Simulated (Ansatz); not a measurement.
# Cl2InO: the cost of one run

Method: the settings change from run to run; program: Ansatz 0.2.0, Gaussian basis.

### 1 The relaxed structure

The structure was relaxed beforehand with PBE0-D4 in a triple-zeta def2 set. In takes a core potential in def2 sets; no spin-orbit term is included.

SMILES `[O][In]([Cl])[Cl]`, 4 atoms, charge 0, spin multiplicity 2.

Atoms are counted from 1 here; the program's logs count them from 0.

Bond lengths: O1–In2 1.989 Å, In2–Cl3 2.293 Å, In2–Cl4 2.293 Å. Angles: O1–In2–Cl3 119.2°, O1–In2–Cl4 119.2°, Cl3–In2–Cl4 121.6°.

### 2 PBE-QIDH/def2-TZVPD

The input, in.yaml:

```yaml
crystal:
  periodic: [false, false, false]
  atoms:
    - {symbol: O, position_ang: [0.606268, 1.013990, 1.667626]}
    - {symbol: In, position_ang: [0.031729, 0.015988, 0.045413]}
    - {symbol: Cl, position_ang: [0.741646, -2.144973, -0.248183]}
    - {symbol: Cl, position_ang: [-1.324144, 1.054695, -1.485156]}
basis:
  gaussian: {orbitals: def2-TZVPD}
magnetization: {spin_polarized: true, initial_magnetization: 1}
hamiltonian: {xc: {name: PBE-QIDH}}
```

Command:

```
$ ansatz run in.yaml --threads 4 --pin off --events-out ev --progress --plain --max-ram 10444MiB
```

Q: Estimate wall time and peak memory on 4 threads of Intel Xeon 6975P-C, shared host.

About 17 s, with a peak of 0.8 GiB.
